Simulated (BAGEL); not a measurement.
# GeSiH5Cl (SMILES [SiH3][GeH2][Cl]), step by step

Aim: the energy (HF/def2-SVP), then the energy (NEVPT2(2,2)/def2-SVP) of GeSiH5Cl. 

The calculation is run with BAGEL 1.2.2.

1 further run of the same task is left out (set aside as unsound or not needed).

## 1. The system as given

GeSiH5Cl has 8 atoms, charge 0, and is taken as a singlet. SMILES: `[SiH3][GeH2][Cl]`. One bond was lengthened or shortened from a relaxed shape.

Bond lengths: Si1–Ge2 2.380 Å, Ge2–Cl3 2.169 Å, Si1–H4 1.487 Å, Si1–H5 1.484 Å, Si1–H6 1.484 Å, Ge2–H7 1.537 Å, Ge2–H8 1.307 Å. Some angles: Si1–Ge2–Cl3 106.5°, Si1–Ge2–H7 114.0°, Si1–Ge2–H8 114.0°, Cl3–Ge2–H7 106.1°, Cl3–Ge2–H8 106.1°, Ge2–Si1–H4 109.5°, Ge2–Si1–H5 108.9°, Ge2–Si1–H6 108.9°, H7–Ge2–H8 109.6°, H4–Si1–H5 109.7°.

## 2. The energy at HF/def2-SVP (density fitting with svp-jkfit) (run 1)

calc.json

```json
{ "bagel" : [

{
  "title" : "molecule",
  "basis" : "svp",
  "df_basis" : "svp-jkfit",
  "angstrom" : true,
  "geometry" : [
    { "atom" : "Si", "xyz" : [   -0.955656,    0.627512,   -0.233379 ] },
    { "atom" : "Ge", "xyz" : [    0.646244,   -1.081788,    0.187521 ] },
    { "atom" : "Cl", "xyz" : [    1.871044,   -0.383488,    1.835321 ] },
    { "atom" : "H", "xyz" : [   -1.836956,    0.216412,   -1.358179 ] },
    { "atom" : "H", "xyz" : [   -0.241856,    1.878912,   -0.589779 ] },
    { "atom" : "H", "xyz" : [   -1.770556,    0.835812,    0.989321 ] },
    { "atom" : "H", "xyz" : [    1.611044,   -1.334988,   -0.982079 ] },
    { "atom" : "H", "xyz" : [    0.124600,   -2.213900,    0.579200 ] }
  ]
},
{
  "title" : "hf"
},
{
  "title" : "print",
  "file" : "orbitals.molden",
  "orbitals" : true
}

]}
```

Run with:

```
BAGEL_NUM_THREADS=1 BAGEL calc.json > calc.out
```

What it wrote:

```text
* using 1 threads per process

  ===============================================================
  ===============================================================

  *** Geometry ***

  { "atom" : "Si", "xyz" : [     -1.805928,      1.185826,     -0.441022 ] },
  { "atom" : "Ge", "xyz" : [      1.221224,     -2.044283,      0.354363 ] },
  { "atom" : "Cl", "xyz" : [      3.535761,     -0.724687,      3.468254 ] },
  { "atom" : "H", "xyz" : [     -3.471344,      0.408959,     -2.566586 ] },
  { "atom" : "H", "xyz" : [     -0.457042,      3.550629,     -1.114521 ] },
  { "atom" : "H", "xyz" : [     -3.345866,      1.579456,      1.869546 ] },
  { "atom" : "H", "xyz" : [      3.044432,     -2.522762,     -1.855860 ] },
  { "atom" : "H", "xyz" : [      0.235460,     -4.183665,      1.094529 ] },

  Number of auxiliary basis functions:      612

  Since a DF basis is specified, we compute 2- and 3-index integrals:
    o Being stored without compression. Storage requirement is 0.042 GB

  Number of basis functions:       93
  Number of electrons      :       68

    * METHOD: MOLECULE                             0.28

  *** RHF ***

  === Nuclear Repulsion ===
   340.6336326438

      * DIIS with orbital gradients will be used.

  === RHF iteration (svp) ===
      0      -2826.16566781          0.00708323           0.12
      1      -2826.21710007          0.00251728           0.12
      2      -2826.22267217          0.00100878           0.11
      3      -2826.22351106          0.00022938           0.12
      4      -2826.22354360          0.00004058           0.11
      5      -2826.22354591          0.00000665           0.11
      6      -2826.22354598          0.00000162           0.11
      7      -2826.22354599          0.00000044           0.11
      8      -2826.22354599          0.00000012           0.12
      9      -2826.22354599          0.00000004           0.11
     10      -2826.22354599          0.00000001           0.11
     11      -2826.22354599          0.00000000           0.11
    * SCF iteration converged.

    * Permanent dipole moment:
           (    0.648323,     0.277226,     0.642166) a.u.

    * METHOD: HF                                   1.62

    * METHOD: PRINT                                0.01

  ===============================================================
```

Wall time 2.3 s (1 thread of Intel Xeon 6975P-C (Granite Rapids), shared host); peak memory 0.18 GiB.

## 3. The energy at NEVPT2(2,2)/def2-SVP (density fitting with svp-jkfit) (run 2)

nevpt2.json

```json
{ "bagel": [

{
  "title": "molecule",
  "basis": "svp",
  "df_basis": "svp-jkfit",
  "angstrom": true,
  "geometry": [
    { "atom": "Si", "xyz": [      -0.955656,       0.627512,      -0.233379 ] },
    { "atom": "Ge", "xyz": [       0.646244,      -1.081788,       0.187521 ] },
    { "atom": "Cl", "xyz": [       1.871044,      -0.383488,       1.835321 ] },
    { "atom": "H", "xyz": [      -1.836956,       0.216412,      -1.358179 ] },
    { "atom": "H", "xyz": [      -0.241856,       1.878912,      -0.589779 ] },
    { "atom": "H", "xyz": [      -1.770556,       0.835812,       0.989321 ] },
    { "atom": "H", "xyz": [       1.611044,      -1.334988,      -0.982079 ] },
    { "atom": "H", "xyz": [       0.124600,      -2.213900,       0.579200 ] }
  ]
},

{
  "title": "hf"
},

{
  "title": "nevpt2",
  "nstate": 1,
  "nact": 2,
  "nclosed": 33,
  "active": [28, 41],
  "maxiter": 200,
  "natocc": true,
  "ncore": 19
},

{
  "title": "print",
  "file": "orbitals.molden",
  "orbitals": true
}

]}
```

Run with:

```
BAGEL_NUM_THREADS=1 BAGEL nevpt2.json > nevpt2.out
```

What it wrote:

```text
* using 1 threads per process

  ===============================================================
  ===============================================================

  *** Geometry ***

  { "atom" : "Si", "xyz" : [     -1.805928,      1.185826,     -0.441022 ] },
  { "atom" : "Ge", "xyz" : [      1.221224,     -2.044283,      0.354363 ] },
  { "atom" : "Cl", "xyz" : [      3.535761,     -0.724687,      3.468254 ] },
  { "atom" : "H", "xyz" : [     -3.471344,      0.408959,     -2.566586 ] },
  { "atom" : "H", "xyz" : [     -0.457042,      3.550629,     -1.114521 ] },
  { "atom" : "H", "xyz" : [     -3.345866,      1.579456,      1.869546 ] },
  { "atom" : "H", "xyz" : [      3.044432,     -2.522762,     -1.855860 ] },
  { "atom" : "H", "xyz" : [      0.235460,     -4.183665,      1.094529 ] },

  Number of auxiliary basis functions:      612

  Since a DF basis is specified, we compute 2- and 3-index integrals:
    o Being stored without compression. Storage requirement is 0.042 GB

  Number of basis functions:       93
  Number of electrons      :       68

    * METHOD: MOLECULE                             0.28

  *** RHF ***

  === Nuclear Repulsion ===
   340.6336326438

      * DIIS with orbital gradients will be used.

  === RHF iteration (svp) ===
      0      -2826.16566781          0.00708323           0.12
      1      -2826.21710007          0.00251728           0.11
      2      -2826.22267217          0.00100878           0.11
      3      -2826.22351106          0.00022938           0.12
      4      -2826.22354360          0.00004058           0.12
      5      -2826.22354591          0.00000665           0.11
      6      -2826.22354598          0.00000162           0.11
      7      -2826.22354599          0.00000044           0.11
      8      -2826.22354599          0.00000012           0.12
      9      -2826.22354599          0.00000004           0.11
     10      -2826.22354599          0.00000001           0.11
     11      -2826.22354599          0.00000000           0.11
    * SCF iteration converged.

    * Permanent dipole moment:
           (    0.648323,     0.277226,     0.642166) a.u.

    * METHOD: HF                                   1.63

    * freezing 19 orbitals
  ---------------------------
      CASSCF calculation
  ---------------------------

    ==== Active orbitals : =====
         Orbital 28
         Orbital 41
    ============================

    * nstate   :      1
    * nclosed  :     33
    * nact     :      2
    * nvirt    :     58
  === CASSCF iteration (svp) ===

    * Using the second-order algorithm

      0  0     -2826.22392449     7.77e-05      0.03

      1  0     -2826.22947332     5.03e-04      0.47

      2  0     -2826.23239428     5.82e-04      0.57

      3  0     -2826.23456699     1.16e-04      0.74

      4  0     -2826.23463473     3.73e-05      0.63

      5  0     -2826.23463652     1.08e-05      0.64

      6  0     -2826.23463658     2.73e-06      0.62

      7  0     -2826.23463659     6.47e-07      0.70

      8  0     -2826.23463659     1.49e-07      0.66

      9  0     -2826.23463659     3.41e-08      0.58

     10  0     -2826.23463659     7.74e-09      0.52

    * Second-order optimization converged. *

     guess   0:   closed 1.                   open ..

  === FCI iteration ===

      0  0     -2826.22345903     6.96e-02      0.00
      1  0     -2826.23463098     1.18e-03      0.00
      2  0 *   -2826.23463659     7.57e-16      0.00

     * ci vector, state   0, <S^2> = 0.0000
       2.     0.9967888302
       .2    -0.0800751397

  === DF-NEVPT2 calculation ===

    * 3-index integral transformation done
    * assembly done

      NEVPT2 correlation energy:   -0.4528785334      0.16

          (+0)     -0.4127354561
          (+0)'    -0.0041371173
          (+1)     -0.0075013581
          (+1)'    -0.0000000000
          (+2)     -0.0001902358
          (-1)     -0.0177435415
          (-1)'     0.0000000000
          (-2)     -0.0105708245

      NEVPT2 total energy:       -2826.6875151213

    * METHOD: NEVPT2                               6.85

    * METHOD: PRINT                                0.01

  ===============================================================
```

Run time: 9.3 s. Hardware: 1 thread of Intel Xeon 6975P-C (Granite Rapids), shared host; peak memory 0.18 GiB.

## 4. Summary of results

```
                                 quantity           value
         run 1, HF/def2-SVP: total energy  -2826.22355 Eh
        run 1, HF/def2-SVP: dipole moment          2.42 D
          run 1, HF/def2-SVP: HOMO energy       -10.84 eV
          run 1, HF/def2-SVP: LUMO energy         2.91 eV
        run 1, HF/def2-SVP: HOMO–LUMO gap        13.75 eV
run 2, NEVPT2(2,2)/def2-SVP: total energy  -2826.68752 Eh
```
